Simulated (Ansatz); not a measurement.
# ScS4: the cost of one run

Program: Ansatz 0.2.0. Level of theory: DFT PBE, scalar-relativistic, plane waves, PAW. These are calculated values, not measurements.

## Step 1: The system as given

Symmetry: Cmmm, No. 65, orthorhombic system. The conventional cell has a = 7.568 Å, b = 7.947 Å, c = 3.398 Å, α = 90.00°, β = 90.00°, γ = 90.00°. Sc (site symmetry mmm) is surrounded by 6 S at 2.16 to 2.27 Å. Around S (site symmetry m2m) lie 2 Sc at 2.27 Å. Around S (site symmetry 2mm) lie 1 Sc at 2.16 Å.

As a file:

```cif
data_structure
_symmetry_space_group_name_H-M 'Cmmm'
_symmetry_Int_Tables_number 65
_cell_length_a 7.5683
_cell_length_b 7.9473
_cell_length_c 3.3981
_cell_angle_alpha 90.000
_cell_angle_beta 90.000
_cell_angle_gamma 90.000
_cell_volume 204.39
loop_
_atom_site_label
_atom_site_type_symbol
_atom_site_symmetry_multiplicity
_atom_site_Wyckoff_symbol
_atom_site_fract_x
_atom_site_fract_y
_atom_site_fract_z
_atom_site_occupancy
Sc1 Sc 2 a 0.00000 0.00000 0.00000 1
S1 S 4 j 0.50000 0.68940 0.50000 1
S2 S 4 g 0.28520 0.00000 0.00000 1
```

A structure generator made this guess: species swapped into a database cell of OsCl4 (Cmmm, No. 65), with Sc on the Os sites and S on the Cl sites. The dimensions are guesses.

## Step 2: A first look at the guess

File input.yaml:

```yaml
crystal:
  lattice:
    - [3.78416521, -3.97363611, 0.0]
    - [3.78416521, 3.97363611, 0.0]
    - [0.0, 0.0, 3.39806485]
  atoms:
    - { symbol: Sc, position: [0.0, 0.0, 0.0] }
    - { symbol: S, position: [0.81059999, 0.18940001, 0.5] }
    - { symbol: S, position: [0.18940001, 0.81059999, 0.5] }
    - { symbol: S, position: [0.2852, 0.2852, 0.0] }
    - { symbol: S, position: [0.7148, 0.7148, 0.0] }
basis:
  ecutwfc: 420
kpoints:
  mp_grid: { grid: [4, 4, 6] }
hamiltonian:
  xc: pbe
scf:
  occupations: { method: gaussian, width: 0.1 }
  lower_state_search: "off"
output:
  forces: true
  stress: true
  eigenvalues: true
```

The run is started by

```sh
$ ansatz run input.yaml --threads 1 --pin off --max-ram 2560MiB --backend cpu --events-out ev --progress --plain --runs-dir out
```

Q: Estimate wall time and peak memory on 1 thread of AMD EPYC 7B13 (Zen 3), shared host.

About 3 s, with a peak of 0.42 GiB.
